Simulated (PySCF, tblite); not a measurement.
# C₂H₆ClSi radical, a small gas-phase stand-in for a defect centre (Si site with back bonds C, C, Cl): EPR parameters

What EPR parameters should one expect for `C[Si](C)Cl`? It is drawn as: dangling bond.

Programs: tblite 0.8.0 and PySCF 2.14.0. All values are calculated, for the isolated system unless a continuum is named. Atoms count from 0, parts from 1.

## 1. Starting point

10 atoms, charge 0, multiplicity 2; geometry: distance geometry start.

## 2. Relaxing the cluster with GFN2-xTB

The job: settings as JSON, then the geometry in Å.

```
{"job": {"kind": "relax", "xc": "GFN2-xTB", "basis": "xTB"}, "charge": 0, "multiplicity": 2}
Si     0.130254     0.925998    -0.167801
C     -1.455909    -0.033553    -0.284814
C      1.457894    -0.368683    -0.050592
Cl     0.021779     2.184522     1.464614
H     -1.301695    -0.811644    -1.054082
H     -2.323104     0.601503    -0.557533
H     -1.599171    -0.525523     0.735246
H      2.462420     0.030386    -0.201790
H      1.361193    -0.941798     0.939194
H      1.235025    -1.085320    -0.862353
```

Method: GFN2-xTB geometry optimisation, gas phase.

Launch:

```sh
$ OMP_NUM_THREADS=1 python cluster_run.py task.json out
```

This one command runs all jobs of the session in turn.

**Question.** The jobs that follow are: PBE0-D3(BJ)/def2-SVP geometry optimisation, gas phase; UKS B3LYP, IGLO-III on C Cl Si, pcH-1 on H, non-relativistic, mean-field spin-orbit, GIAO; UKS BHandHLYP, IGLO-III on C Cl Si, pcH-1 on H, non-relativistic, mean-field spin-orbit, GIAO. Predict: point group; rotational constants (main isotopes); g(iso) (B3LYP); ⟨S²⟩; largest a(iso) (averaged by class).

The runs gave:

| quantity | value |
| --- | --- |
| point group | Cs |
| rotational constants (main isotopes) | 5.55, 3.27, 2.26 GHz |
| g(iso) (B3LYP) | 2.00448 |
| ⟨S²⟩ | 0.751 (exact 0.75) |
| largest a(iso) (averaged by class) | 29Si on Si0, -639.3 MHz |

**Reading.** The start of the PBE0/def2-SVP relaxation was shaken at random by about 0.01 Å, so part of the energy gained, and of the first lengths quoted, undoes that. The optimisation took 8 steps and gained 0.058 eV; among the close pairs (by a distance rule), Si0–C1 changed most, from 1.919 to 1.878 Å (PBE0/def2-SVP). Most of the unpaired spin sits on Si0 (0.83 e). The isotropic g lies 2.2 ppt above the free-electron value. The coupling of 29Si on Si0 runs from -676.1 (BHandHLYP/IGLO-III+pcH-1) to -639.3 MHz (B3LYP/IGLO-III+pcH-1).
